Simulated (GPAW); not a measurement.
# Ga (I-43d) in GPAW: reference runs

Aim: a first look at Ga with PBEsol, on the cell as given and on a disturbed one.

Everything below comes from runs of GPAW 26.7.0. Logs are shortened: lines on timing, memory, paths and dates and some standing lists are left out, and cuts for length are marked. The log counts tension as positive stress, the text compression.

## Step 1: Starting point

Symmetry: I-43d, No. 220, cubic system. Conventional cell: a = 5.985 Å, b = 5.985 Å, c = 5.985 Å, α = 90.00°, β = 90.00°, γ = 90.00°. Ga (site symmetry -4) is surrounded by 8 Ga at 2.80 Å.

This isn't the form of Ga at room conditions, which is orthorhombic.

## Step 2: Single point, PBEsol

Contents of run.py:

```python
from ase import Atoms
from ase.dft.bandgap import bandgap
from ase.io import write
from ase.units import GPa
from gpaw import GPAW, PW, setup_paths

setup_paths.insert(0, '.')

atoms = Atoms(['Ga', 'Ga', 'Ga', 'Ga', 'Ga', 'Ga'],
              cell=[[-2.9924103506, 2.9924103506, 2.9924103506],
                    [2.9924103506, -2.9924103506, 2.9924103506],
                    [2.9924103506, 2.9924103506, -2.9924103506]],
              scaled_positions=[[0.375, 0.625, 0.75],
                                [0.625, 0.75, 0.375],
                                [0.875, 0.25, 0.125],
                                [0.75, 0.375, 0.625],
                                [0.125, 0.875, 0.25],
                                [0.25, 0.125, 0.875]],
              pbc=True)

calc = GPAW(mode=PW(600),
            xc='PBEsol',
            kpts={'size': (6, 6, 6), 'gamma': True},
            occupations={'name': 'fermi-dirac', 'width': 0.05},
            nbands=22,
            convergence={'density': 1e-05, 'energy': 1e-05},
            maxiter=150,
            txt='gpaw.txt')
atoms.calc = calc
energy = atoms.get_potential_energy()
forces = atoms.get_forces()
stress = atoms.get_stress()
calc.write('gs.gpw')
write('result.traj', atoms)
print(f'Energy: {energy:.6f} eV')
print('Forces (eV/A):')
print(forces.round(4))
print('Stress (GPa):', (stress / GPa).round(3))
print('Fermi level:', round(calc.get_fermi_level(), 4), 'eV')
print(f'Gap: {bandgap(calc)[0]:.4f} eV, direct: {bandgap(calc, direct=True)[0]:.4f} eV')
```

Potentials or basis: PAW data sets generated in the run's folder for this functional, pw.

The run is started by

```sh
$ gpaw-setup -f PBEsol Ga
$ OMP_NUM_THREADS=1 python run.py
```

gpaw.txt:

```text
__  _  _
 | _ |_)|_||  |
 |__||  | ||/\| - 26.7.0

Input parameters:
  mode=PW(ecut=600.0),
  convergence={'density': 1e-05, 'energy': 1e-05},
  kpts=MonkhorstPack(size=(6, 6, 6), gamma=True),
  maxiter=150,
  nbands=22,
  occupations=Occupations(name='fermi-dirac', width=0.05),
  xc=XC(name='PBEsol')

Diagonalizing LCAO Hamiltonian
Converting LCAO to pw mode

         Ga
               GGa

                  GaGa

                   Ga

Atoms  # Å, Bohr magnetons
|   | symbol |         x |         y |         z |    initial magnetic moments |
|---|--------|-----------|-----------|-----------|-----------------------------|
| 0 |     Ga |  2.992410 |  1.496205 |  0.748103 | ( 0.0000,  0.0000,  0.0000) |
| 1 |     Ga |  1.496205 |  0.748103 |  2.992410 | ( 0.0000,  0.0000,  0.0000) |
| 2 |     Ga | -1.496205 |  2.244308 |  2.992410 | ( 0.0000,  0.0000,  0.0000) |
| 3 |     Ga |  0.748103 |  2.992410 |  1.496205 | ( 0.0000,  0.0000,  0.0000) |
| 4 |     Ga |  2.992410 | -1.496205 |  2.244308 | ( 0.0000,  0.0000,  0.0000) |
| 5 |     Ga |  2.244308 |  2.992410 | -1.496205 | ( 0.0000,  0.0000,  0.0000) |

Unit cell  # Å
| periodic |         x |         y |         z |  lengths |     angles |
|----------|-----------|-----------|-----------|----------|------------|
|      yes | -2.992410 |  2.992410 |  2.992410 | 5.183007 | 109.471221 |
|      yes |  2.992410 | -2.992410 |  2.992410 | 5.183007 | 109.471221 |
|      yes |  2.992410 |  2.992410 | -2.992410 | 5.183007 | 109.471221 |

Number of symmetries: 3
Symmetry operations  # r_c * U_cc + t_c -> r_c
|   | kind |            matrix            |
|---|------|------------------------------|
| 0 |  E   |  1, 0, 0,  0, 1, 0,  0, 0, 1 |
| 1 |  C3  |  0, 1, 0,  0, 0, 1,  1, 0, 0 |
| 2 |  C3  |  0, 0, 1,  1, 0, 0,  0, 1, 0 |

BZ-sampling:
  Number of BZ points: 216
  Number of IBZ points: 40

  Monkhorst-Pack size: [6, 6, 6]
  Monkhorst-Pack shift: [0.08333333333333333, 0.08333333333333333, 0.08333333333333333]

K-points  # in reciprocal-cell coordinates
|     |                                coordinates |     weight |
|-----|--------------------------------------------|------------|
|   0 | (  0.00000000,   0.00000000,   0.00000000) | 0.00462963 |
|   1 | (  0.16666667,   0.00000000,  -0.16666667) | 0.02777778 |
|   2 | (  0.16666667,   0.00000000,   0.00000000) | 0.02777778 |
|   3 | (  0.16666667,   0.16666667,  -0.16666667) | 0.02777778 |
|   4 | (  0.16666667,   0.16666667,   0.00000000) | 0.02777778 |
|   5 | (  0.16666667,   0.16666667,   0.16666667) | 0.00925926 |
|   6 | (  0.33333333,  -0.16666667,  -0.33333333) | 0.02777778 |
|   7 | (  0.33333333,  -0.16666667,  -0.16666667) | 0.02777778 |
|   8 | (  0.33333333,  -0.16666667,   0.00000000) | 0.02777778 |
|   9 | (  0.33333333,  -0.16666667,   0.16666667) | 0.02777778 |
| ... |                                            |            |
|  39 | (  0.50000000,   0.50000000,   0.50000000) | 0.00462963 |

Plane wave coefficients: 3595
Cutoff: 600.0 eV

Spin-components: 1 (collinear spins)
Bands:           22
Projectors:      30
Spin-degeneracy: 2
Datatype:        complex128

Parallelization:
  kpt:    1
  domain: 1
  band:   1

Density:
  Valence electrons: 18.0
  Components: 1
  Grid points: [30 30 30]
  Charge: 0.0  # |e|

Potential:
  Grid points: [30 30 30]

species:
  Ga:
    name:    Gallium
    Z:       31.0
    valence: 3
    core:    28
    charge:  0.0  # [|e|]
    compensation charges:
      type: gauss
      rc: 0.37  # [Å]
      lmax: 2
    cutoffs:
      filter: 2.06  # [Å]
      core: 4.17  # [Å]
    projectors
    | kind |    occ | energy [eV] | rcut [Å] |
    |------|--------|-------------|----------|
    |   4s |  2.000 |      -8.959 |    1.164 |
    |   4p |  1.000 |      -2.572 |    1.164 |
    |    s |        |      18.252 |    1.164 |
    |    p |        |      24.640 |    1.164 |
    |    d |        |       0.000 |    1.164 |

    Using partial waves for Ga as LCAO basis

Reference energy: -317066.612362  # eV

eigensolver:
  PPCG
  Converge bands: occupied
  niter=2

density mixing:
  MSR1-Mixer
  Pratt-step length: 0.05
  Maximum mixing coefficient: 0.75
  Old densities: 10
  SVD Regularization: 0.005
  Good broyden scale: 1.0
  Trust region scale: 1.0
  Backstep threshold: 4.0
  History deletion threshold: 6.0
  Fourier metric: weight=20.0, sigma=0.015

occupation numbers:
  Fermi-Dirac:
    width: 0.0500  # eV

poisson solver:
  ecut: 4800.0  # eV

xc functional:
  name: PBEsol with 2 nearest neighbor stencil

convergence criteria:
- Maximum integral of absolute [dens]ity change: 1e-05 electrons / valence electron
- Maximum [total energy] change in last 3 cyles: 1e-05 eV / valence electron
- Maximum integral of absolute [eigenst]ate change: 4e-08 eV^2 / valence electron
maximum number of iterations: 150

SCF iterations
|iter     | |      energy | eigst |  dens |
|---------|-|-------------|-------|-------|
|iter:   1| |  -20.043729 | -0.91 |       |
|iter:   2| |  -20.038646 | -3.18 | -1.05 |
|iter:   3| |  -19.987130 | -3.47 | -1.08 |
|iter:   4| |  -19.983538 | -4.09 | -1.62 |
|iter:   5| |  -19.983545 | -5.38 | -2.70 |
|iter:   6| |  -19.983548c| -6.58 | -3.26 |
|iter:   7| |  -19.983548c| -7.73c| -4.34 |
|iter:   8| |  -19.983548c| -8.90c| -4.98 |
|iter:   9| |  -19.983548c| -9.89c| -5.98c|

Converged in 9 steps
Energy contributions relative to reference atoms: (reference = -317066.612362)

Energy contributions:
  Kinetic:          59.252119
  Coulomb:         -46.963771
  Zero:              0.037275
  External:          0.000000
  Xc:              -32.293005
  Entropy:          -0.032331
  Spinorbit:         0.000000
  ----------------------------
  Free energy:     -19.999713
  Extrapolated:    -19.983548

dipole moment: (-0.000132, -0.000132, -0.000132)  # |e|*Ang

Fermi level: 6.451
Eigenvalues  # (at kpt = [0.000, 0.000, 0.000])
| band index |      eig [eV] | occ [0-2] |
|------------|---------------|-----------|
|          0 |        -4.907 |     2.000 |
|        ... |               |           |
|          5 |         3.492 |     2.000 |
|          6 |         4.137 |     2.000 |
|          7 |         4.137 |     2.000 |
|          8 |         4.137 |     2.000 |
|          9 |         4.508 |     2.000 |
|         10 |         4.508 |     2.000 |
[... 9 lines left out ...]
|         20 |        18.232 |     0.000 |
|         21 |        18.232 |     0.000 |

No gap
No difference between direct/indirect transitions

Forces  # eV/Ang
|        x |        y |        z |
|----------|----------|----------|
|  0.00000 | -0.00000 |  0.00000 |  # Ga   0
| -0.00000 |  0.00000 |  0.00000 |  # Ga   1
| -0.00000 |  0.00000 |  0.00000 |  # Ga   2
|  0.00000 |  0.00000 | -0.00000 |  # Ga   3
|  0.00000 | -0.00000 |  0.00000 |  # Ga   4
|  0.00000 |  0.00000 | -0.00000 |  # Ga   5

Stress tensor  # eV/Ang^3
|         x |         y |         z |
|-----------|-----------|-----------|
|  0.000637 | -0.000000 | -0.000000 |
| -0.000000 |  0.000637 | -0.000000 |
| -0.000000 | -0.000000 |  0.000637 |

# Writing to gs.gpw (mode='')
```

Wall time 56 s (1 thread of Arm Neoverse V1, shared host); peak memory 0.24 GiB.

What came out:

```
Free energy            : -19.9997 eV
Pressure               : -0.1 GPa
Band gap on the k mesh : none (metal or under the smearing width)
```

Levels at points of the mesh, in eV from the Fermi level:
| k point | band 6 | band 7 | band 8 | band 9 | band 10 | band 11 | band 12 | band 13 |
| --- | --- | --- | --- | --- | --- | --- | --- | --- |
| (0.00, 0.00, 0.00) | -2.96 | -2.31 | -2.31 | -2.31 | -1.94 | -1.94 | -1.94 | -1.82 |
| (0.50, 0.00, 0.00) | -4.60 | -0.84 | -0.84 | -0.29 | -0.29 | 3.04 | 3.04 | 3.43 |
| (0.50, 0.50, 0.00) | -4.60 | -0.84 | -0.84 | -0.29 | -0.29 | 3.04 | 3.04 | 3.43 |
| (0.50, 0.50, 0.50) | -7.07 | 1.52 | 1.52 | 1.71 | 1.71 | 1.71 | 1.71 | 1.71 |

## Step 3: Single point, PBEsol (atoms moved at random, drawn with an rms of 0.05 Å)

run.py, as its differences from that of step 2:

```diff
@@ -12,8 +12,8 @@
                     [2.9924103506, 2.9924103506, -2.9924103506]],
-              scaled_positions=[[0.375, 0.625, 0.75],
-                                [0.625, 0.75, 0.375],
-                                [0.875, 0.25, 0.125],
-                                [0.75, 0.375, 0.625],
-                                [0.125, 0.875, 0.25],
-                                [0.25, 0.125, 0.875]],
+              scaled_positions=[[0.38167, 0.625625, 0.760582],
+                                [0.621135, 0.749124, 0.366238],
+                                [0.867612, 0.245866, 0.124703],
+                                [0.752279, 0.38117, 0.628357],
+                                [0.129676, 0.882682, 0.250958],
+                                [0.246213, 0.126518, 0.871147]],
               pbc=True)
```

Potentials or basis: PAW data sets generated in the run's folder for this functional, pw.

The run is started by

```sh
$ gpaw-setup -f PBEsol Ga
$ OMP_NUM_THREADS=1 python run.py
```

gpaw.txt:

```text
__  _  _
 | _ |_)|_||  |
 |__||  | ||/\| - 26.7.0

Input parameters:
  mode=PW(ecut=600.0),
  convergence={'density': 1e-05, 'energy': 1e-05},
  kpts=MonkhorstPack(size=(6, 6, 6), gamma=True),
  maxiter=150,
  nbands=22,
  occupations=Occupations(name='fermi-dirac', width=0.05),
  xc=XC(name='PBEsol')

Diagonalizing LCAO Hamiltonian
Converting LCAO to pw mode

         Ga
               GGa

                  GaGa

                   Ga

Atoms  # Å, Bohr magnetons
|   | symbol |         x |         y |         z |    initial magnetic moments |
|---|--------|-----------|-----------|-----------|-----------------------------|
| 0 |     Ga |  3.005987 |  1.545960 |  0.738267 | ( 0.0000,  0.0000,  0.0000) |
| 1 |     Ga |  1.478930 |  0.712939 |  3.004443 | ( 0.0000,  0.0000,  0.0000) |
| 2 |     Ga | -1.487357 |  2.233682 |  2.958821 | ( 0.0000,  0.0000,  0.0000) |
| 3 |     Ga |  0.769792 |  2.990812 |  1.511443 | ( 0.0000,  0.0000,  0.0000) |
| 4 |     Ga |  3.004272 | -1.502334 |  2.278421 | ( 0.0000,  0.0000,  0.0000) |
| 5 |     Ga |  2.248653 |  2.965006 | -1.491465 | ( 0.0000,  0.0000,  0.0000) |

Unit cell  # Å
| periodic |         x |         y |         z |  lengths |     angles |
|----------|-----------|-----------|-----------|----------|------------|
|      yes | -2.992410 |  2.992410 |  2.992410 | 5.183007 | 109.471221 |
|      yes |  2.992410 | -2.992410 |  2.992410 | 5.183007 | 109.471221 |
|      yes |  2.992410 |  2.992410 | -2.992410 | 5.183007 | 109.471221 |

Number of symmetries: 1
Symmetry operations  # r_c * U_cc + t_c -> r_c
|   | kind |            matrix            |
|---|------|------------------------------|
| 0 |  E   |  1, 0, 0,  0, 1, 0,  0, 0, 1 |

BZ-sampling:
  Number of BZ points: 216
  Number of IBZ points: 112

  Monkhorst-Pack size: [6, 6, 6]
  Monkhorst-Pack shift: [0.08333333333333333, 0.08333333333333333, 0.08333333333333333]

K-points  # in reciprocal-cell coordinates
|     |                                coordinates |     weight |
|-----|--------------------------------------------|------------|
|   0 | (  0.00000000,   0.00000000,   0.00000000) | 0.00462963 |
|   1 | (  0.00000000,   0.00000000,   0.16666667) | 0.00925926 |
|   2 | (  0.00000000,   0.00000000,   0.33333333) | 0.00925926 |
|   3 | (  0.00000000,   0.00000000,   0.50000000) | 0.00462963 |
|   4 | (  0.00000000,   0.16666667,  -0.33333333) | 0.00925926 |
|   5 | (  0.00000000,   0.16666667,  -0.16666667) | 0.00925926 |
|   6 | (  0.00000000,   0.16666667,   0.00000000) | 0.00925926 |
|   7 | (  0.00000000,   0.16666667,   0.16666667) | 0.00925926 |
|   8 | (  0.00000000,   0.16666667,   0.33333333) | 0.00925926 |
|   9 | (  0.00000000,   0.16666667,   0.50000000) | 0.00925926 |
| ... |                                            |            |
| 111 | (  0.50000000,   0.50000000,   0.50000000) | 0.00462963 |

Plane wave coefficients: 3595
Cutoff: 600.0 eV

Spin-components: 1 (collinear spins)
Bands:           22
Projectors:      30
Spin-degeneracy: 2
Datatype:        complex128

Parallelization:
  kpt:    1
  domain: 1
  band:   1

Density:
  Valence electrons: 18.0
  Components: 1
  Grid points: [30 30 30]
  Charge: 0.0  # |e|

Potential:
  Grid points: [30 30 30]

species:
  Ga:
    name:    Gallium
    Z:       31.0
    valence: 3
    core:    28
    charge:  0.0  # [|e|]
    compensation charges:
      type: gauss
      rc: 0.37  # [Å]
      lmax: 2
    cutoffs:
      filter: 2.06  # [Å]
      core: 4.17  # [Å]
    projectors
    | kind |    occ | energy [eV] | rcut [Å] |
    |------|--------|-------------|----------|
    |   4s |  2.000 |      -8.959 |    1.164 |
    |   4p |  1.000 |      -2.572 |    1.164 |
    |    s |        |      18.252 |    1.164 |
    |    p |        |      24.640 |    1.164 |
    |    d |        |       0.000 |    1.164 |

    Using partial waves for Ga as LCAO basis

Reference energy: -317066.612362  # eV

eigensolver:
  PPCG
  Converge bands: occupied
  niter=2

density mixing:
  MSR1-Mixer
  Pratt-step length: 0.05
  Maximum mixing coefficient: 0.75
  Old densities: 10
  SVD Regularization: 0.005
  Good broyden scale: 1.0
  Trust region scale: 1.0
  Backstep threshold: 4.0
  History deletion threshold: 6.0
  Fourier metric: weight=20.0, sigma=0.015

occupation numbers:
  Fermi-Dirac:
    width: 0.0500  # eV

poisson solver:
  ecut: 4800.0  # eV

xc functional:
  name: PBEsol with 2 nearest neighbor stencil

convergence criteria:
- Maximum integral of absolute [dens]ity change: 1e-05 electrons / valence electron
- Maximum [total energy] change in last 3 cyles: 1e-05 eV / valence electron
- Maximum integral of absolute [eigenst]ate change: 4e-08 eV^2 / valence electron
maximum number of iterations: 150

SCF iterations
|iter     | |      energy | eigst |  dens |
|---------|-|-------------|-------|-------|
|iter:   1| |  -20.028508 | -0.90 |       |
|iter:   2| |  -20.023385 | -3.17 | -1.05 |
|iter:   3| |  -19.971756 | -3.46 | -1.08 |
|iter:   4| |  -19.968193 | -4.09 | -1.63 |
|iter:   5| |  -19.968198 | -5.38 | -2.69 |
|iter:   6| |  -19.968202c| -6.51 | -3.22 |
|iter:   7| |  -19.968201c| -7.95c| -3.98 |
|iter:   8| |  -19.968201c| -8.71c| -4.58 |
|iter:   9| |  -19.968201c| -9.31c| -4.98 |
|iter:  10| |  -19.968201c|-10.29c| -6.01c|

Converged in 10 steps
Energy contributions relative to reference atoms: (reference = -317066.612362)

Energy contributions:
  Kinetic:          59.669004
  Coulomb:         -47.316442
  Zero:              0.037652
  External:          0.000000
  Xc:              -32.342895
  Entropy:          -0.031040
  Spinorbit:         0.000000
  ----------------------------
  Free energy:     -19.983721
  Extrapolated:    -19.968201

dipole moment: (0.298177, -0.317088, 0.154992)  # |e|*Ang

Fermi level: 6.449
Eigenvalues  # (at kpt = [0.000, 0.000, 0.000])
| band index |      eig [eV] | occ [0-2] |
|------------|---------------|-----------|
|          0 |        -4.912 |     2.000 |
|        ... |               |           |
|          5 |         3.490 |     2.000 |
|          6 |         4.100 |     2.000 |
|          7 |         4.138 |     2.000 |
|          8 |         4.181 |     2.000 |
|          9 |         4.431 |     2.000 |
|         10 |         4.549 |     2.000 |
[... 9 lines left out ...]
|         20 |        18.225 |     0.000 |
|         21 |        18.256 |     0.000 |

No gap
No difference between direct/indirect transitions

Forces  # eV/Ang
|        x |        y |        z |
|----------|----------|----------|
| -0.09284 | -0.26677 |  0.09140 |  # Ga   0
|  0.14917 |  0.17196 | -0.07200 |  # Ga   1
|  0.06593 |  0.01719 |  0.13100 |  # Ga   2
| -0.02303 |  0.03002 |  0.03713 |  # Ga   3
| -0.03628 |  0.04747 | -0.06451 |  # Ga   4
| -0.06295 |  0.00013 | -0.12302 |  # Ga   5

Stress tensor  # eV/Ang^3
|         x |         y |         z |
|-----------|-----------|-----------|
|  0.000294 | -0.000165 | -0.000779 |
| -0.000165 | -0.000519 |  0.000551 |
| -0.000779 |  0.000551 |  0.000454 |

# Writing to gs.gpw (mode='')
```

Wall time 2.7 min (1 thread of Arm Neoverse V1, shared host); peak memory 0.39 GiB.

What came out:

* Free energy: -19.9837 eV
* Pressure: 0.0 GPa
* Largest force: 0.297 eV/Å
* Band gap on the k mesh: none (metal or under the smearing width)

Forces on the atoms (eV/Å):
```
Ga  -0.093 -0.267  0.091
Ga   0.149  0.172 -0.072
Ga   0.066  0.017  0.131
Ga  -0.023  0.030  0.037
Ga  -0.036  0.047 -0.065
Ga  -0.063  0.000 -0.123
```

Stress tensor (GPa, compression positive):
```
-0.05  0.03  0.12
 0.03  0.08 -0.09
 0.12 -0.09 -0.07
```

## Step 4: Equation of state, PBEsol

Contents of run.py:

```python
from ase import Atoms
from ase.eos import EquationOfState
from ase.io import Trajectory
from ase.units import GPa
from gpaw import GPAW, PW, setup_paths

setup_paths.insert(0, '.')

atoms = Atoms(['Ga', 'Ga', 'Ga', 'Ga', 'Ga', 'Ga'],
              cell=[[-2.9924103506, 2.9924103506, 2.9924103506],
                    [2.9924103506, -2.9924103506, 2.9924103506],
                    [2.9924103506, 2.9924103506, -2.9924103506]],
              scaled_positions=[[0.375, 0.625, 0.75],
                                [0.625, 0.75, 0.375],
                                [0.875, 0.25, 0.125],
                                [0.75, 0.375, 0.625],
                                [0.125, 0.875, 0.25],
                                [0.25, 0.125, 0.875]],
              pbc=True)

traj = Trajectory('eos.traj', 'w')
volumes, energies = [], []
for x in [0.94, 0.96, 0.98, 1.0, 1.02, 1.04, 1.06]:
    a = atoms.copy()
    a.set_cell(atoms.cell * x**(1 / 3), scale_atoms=True)
    calc = GPAW(mode=PW(600),
                xc='PBEsol',
                kpts={'size': (6, 6, 6), 'gamma': True},
                occupations={'name': 'fermi-dirac', 'width': 0.05},
                nbands=22,
                convergence={'density': 1e-05, 'energy': 1e-05},
                maxiter=150,
                txt=f'eos-{x:.2f}.txt')
    a.calc = calc
    energies.append(a.get_potential_energy(force_consistent=True))
    volumes.append(a.get_volume())
    p = -a.get_stress()[:3].mean() / GPa
    calc.write(f'eos-{x:.2f}.gpw')
    traj.write(a)
    print(f'{x:.2f} {volumes[-1]:10.4f} A^3 {energies[-1]:14.6f} eV {p:9.3f} GPa', flush=True)

v0, e0, B = EquationOfState(volumes, energies, eos='birchmurnaghan').fit()
print(f'V0 = {v0:.4f} A^3, E0 = {e0:.6f} eV, B0 = {B / GPa:.2f} GPa')
```

The run is started by

```sh
$ gpaw-setup -f PBEsol Ga
$ OMP_NUM_THREADS=1 python run.py
```

Run time: 6.1 min. Hardware: 1 thread of Arm Neoverse V1, shared host; peak memory 0.51 GiB.

The run converged. Its results:

| Property | Result |
| --- | --- |
| Equilibrium volume | 17.84 Å³/atom |
| Bulk modulus | 61 GPa |
| Pressure derivative of the bulk modulus | 5.1 |

Energy against volume, from the lowest point:
```tsv
volume (Å³/atom)	energy (meV/atom)
16.792	13.11
17.149	5.42
17.506	1.19
17.864	0.00
18.221	1.51
18.578	5.40
18.936	11.40
```

## Step 5: Summary

```csv
task,cell,gap on the mesh (eV),pressure (GPa)
single point,as given,none,-0.1
single point,"atoms moved at random, drawn with an rms of 0.05 Å",none,0.0
equation of state,as given,-,-
```

Alike in all rows: level PBEsol; potentials or basis PAW data sets generated in the run's folder for this functional, pw; no spin polarisation; k mesh 6 × 6 × 6; cutoff (eV) 600; smearing fermi-dirac 0.05 eV.

Total energies depend on the potentials used, so only differences within one code and one set of settings carry meaning.
